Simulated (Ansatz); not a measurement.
# SiGeF (doublet): the correlation ladder, cc-pVDZ

The task here is to estimate one member of a computed series from the others.

Program: Ansatz 0.2.0, Gaussian basis. Level of theory: cc-pVDZ, core rule «outside noble gas», up to 20 orbitals frozen. These are calculated values, not measurements.

The runs, in order: UHF; CCSD(T) on ROHF; CCSD(T) on UHF; BCCD(T) on ROHF; CISD; CCSDT(Q) on UHF.

39 further runs of the same task are left out: 10 for a known fault of the program, 14 that didn't finish, 15 set aside as unsound or not needed.

### The geometry

The geometry is a PBE0/def2-TZVP stationary point (not a proven minimum) of the parent state, kept for this charge and spin. No spin-orbit coupling is included. The filled d shell of Ge may be among the frozen orbitals whatever the setting's name suggests; the logs give the count.

3 atoms, charge 0, spin multiplicity 2.

Atoms are counted from 1 here; the program's logs count them from 0.

Bond lengths: F1–Ge2 1.759 Å, Ge2–Si3 2.416 Å. Angles: F1–Ge2–Si3 106.7°.

The first run:

Contents of in.yaml:

```yaml
crystal:
  periodic: [false, false, false]
  atoms:
    - {symbol: F, position_ang: [0.000000, -1.068183, 1.360686]}
    - {symbol: Ge, position_ang: [0.000000, 0.397053, 0.388067]}
    - {symbol: Si, position_ang: [0.000000, -0.304362, -1.924126]}
basis:
  gaussian: {orbitals: cc-pVDZ}
magnetization: {spin_polarized: true, initial_magnetization: 1}
hamiltonian: {xc: hf}
output: {orbitals: {seedname: orbitals}}
```

On the command line:

```sh
> ansatz run in.yaml --threads 1 --pin off --events-out ev --progress --plain --max-ram 2393MiB
```

Among the steps run: UHF; CCSD(T) on ROHF; CCSD(T) on UHF; BCCD(T) on ROHF; CISD; CCSDT(Q) on UHF.

One of the session's tables, all rows but one given; the rest of the session is left out.

| method | from UCCSDT(Q) (meV) |
| --- | --- |
| ROHF | +10049.3 |
| UHF | +9634.2 |
| RMP2 | ? |
| UMP2 | +1338.3 |
| RCCSD | +472.8 |
| UCCSD | +461.1 |
| RCCSD(T) | +201.3 |
| UCCSD(T) | +190.9 |
| BCCD(T) | +184.4 |
| UCCSDT | +83.9 |
| UCCSDT(Q) | 0 |

Q: Estimate the row for RMP2 from the others.

**Answer.** from UCCSDT(Q) (meV): +1355.5. In the column «from UCCSDT(Q) (meV)» it lies between UMP2 (+1338.3) and UHF (+9634.2).

Not comparable, so not listed: CISD (they don't share determinant, frozen orbitals or solution with the rows shown, or repeat one).

Caveats from the session: The determinant is far from a pure spin state, so its energy mixes those of several spin states (harmless only where they are near-degenerate, as at dissociation). The program flags UCCSDT(Q) as in doubt, so the zero of the table is itself unsure. Warnings: spin contamination; coupled cluster took another determinant than the lowest; large T1 diagnostic. Restricted and unrestricted rows rest on different reference determinants; where their highest levels disagree by more than a few hundredths of an eV, they describe different states and don't form one ladder.
